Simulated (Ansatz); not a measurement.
Runs of Ansatz 0.2.0 on Sn3Se. The structure is cubic, space group Pm-3m (No. 221). The conventional cell has a = 4.742 Å, b = 4.742 Å, c = 4.742 Å, α = 90.00°, β = 90.00°, γ = 90.00°. Sn (site symmetry 4/mmm) is surrounded by 8 Sn at 3.35 Å and 4 Se at 3.35 Å. Se (site symmetry m-3m) is surrounded by 12 Sn at 3.35 Å. The cell comes from a database or a generator and needn't be the stable form of this composition.

```tsv
task	level	potentials or basis	k mesh	cutoff (eV)	basis error allowed	gap on the mesh (eV)	pressure (GPa)
band structure	PBE	all-electron LAPW, scalar-relativistic	6 × 6 × 6	148	0.002 eV/atom	-	0.3
band structure	PBEsol	all-electron LAPW, scalar-relativistic	4 × 4 × 4	148	0.002 eV/atom	-	(a)
phonons	PBEsol	all-electron LAPW, scalar-relativistic	6 × 6 × 6	161	0.002 eV/atom	none	-
single point	PBEsol	all-electron LAPW, scalar-relativistic	6 × 6 × 6	162	0.001 eV/atom	none	-2.6
density of states	PBEsol	all-electron PAW datasets made for the crystal	6 × 6 × 6	260	-	none	-2.6
```

Alike in all rows: no spin polarisation; cell as given; smearing fermi-dirac 0.05 eV.

Problem. Estimate the missing entries.

Solution. (a) -2.7.

Caveats: the k mesh is thin for a metal, which can move the energy by tens of meV per atom (some runs); a metal's response needs a denser mesh (some runs); some modes are imaginary (some runs); the program warned that the printed levels may be off, so bands, gaps and densities of states are rough (some runs).

A k mesh can miss the band edges, and the runs leave out spin-orbit coupling on Se, Sn.

A gap of «none» marks a metal or a gap under the smearing width.

Not every run made on this cell is shown here.
